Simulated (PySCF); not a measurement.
Molecule: CGaSeH3, in a box.

```
C Ga Se H
1.0
    11.00000    0.00000    0.00000
     0.00000   13.00000    0.00000
     0.00000    0.00000   13.00000
C Ga Se H
1 1 1 3
Direct
  0.50823 0.47610 0.42603
  0.52798 0.54461 0.55688
  0.52712 0.36967 0.54069
  0.41961 0.47140 0.38971
  0.58275 0.47252 0.37149
  0.53911 0.63356 0.63374
```

Base run:

* Program: PySCF 2.14.0
* Functional: MN15-L
* Potentials or basis: pob-tzvp-rev2 (all-electron)
* k mesh: 1 × 1 × 1
* Occupations: fixed
* Spin: no spin polarisation

Its results: gap between the frontier levels 4.15 eV.

Problem. After a change of settings the same cell gave: gap between the frontier levels 4.29 eV. Which change was it?
A. functional from MN15-L to CAM-B3LYP; dispersion from none to D4
B. functional from MN15-L to HCTH407
C. functional from MN15-L to HLE16

Solution. C.

Caveats: this is a molecule in a periodic box at the Γ point, so its band gap is the HOMO-LUMO gap; relativity is left out, which matters for the heavier elements; the basis of atomic orbitals isn't converged, which shifts pressures, moduli and gaps.

Runs at the PBE level aren't shown here.
